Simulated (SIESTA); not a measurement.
TiAu3:

```
CELL_PARAMETERS angstrom
-2.10132 2.10132 3.85788
2.10132 -2.10132 3.85788
2.10132 2.10132 -3.85788
ATOMIC_POSITIONS crystal
Au 0.50000 0.50000 0.00000
Au 0.25000 0.75000 0.50000
Au 0.75000 0.25000 0.50000
Ti 0.00000 0.00000 0.00000
```

The cell comes from a database or a generator and needn't be the stable form of this composition.

```yaml
Program: SIESTA 5.4.2
Task: single point
Functional: PBEsol
Potentials_or_basis: PseudoDojo 0.4 standard (PBEsol files)
Basis: DZP (energy shift 0.003 Ry; two zetas on semicore shells)
Grid_cutoff: 800 Ry
Energy_shift: 0.003 Ry
k_mesh: 9 × 9 × 9
Occupations: fermi-dirac, width 0.05 eV
Spin: no spin polarisation
```

On this cell: pressure -4.0 GPa; largest force under 0.003 eV/Å; band gap on the k mesh none (metal or under the smearing width).

The same run follows on a disturbed copy (atoms moved at random, drawn with an rms of 0.05 Å):

```
CELL_PARAMETERS angstrom
-2.10132 2.10132 3.85788
2.10132 -2.10132 3.85788
2.10132 2.10132 -3.85788
ATOMIC_POSITIONS crystal
Au 0.50590 0.50602 0.00912
Au 0.24272 0.74681 0.48952
Au 0.75530 0.24843 0.49942
Ti 0.99405 0.00639 0.00223
```

Task: What changes?

Result: The energy (extrapolated to zero smearing) moves by +4.0 meV/atom; pressure -3.9 GPa; largest force 0.335 eV/Å; band gap on the k mesh none (metal or under the smearing width).

Forces on the atoms (eV/Å):
```
Au  -0.153 -0.210 -0.045
Au   0.150  0.295  0.049
Au   0.188 -0.185 -0.089
Ti  -0.186  0.098  0.086
```

Stress tensor (GPa, compression positive):
```
-3.46 -0.03 -0.02
-0.03 -3.27  0.28
-0.02  0.28 -4.98
```

Caveats: short orbitals over semicore shells can move pressures by several GPa; the basis of atomic orbitals isn't converged, which shifts pressures, moduli and gaps.
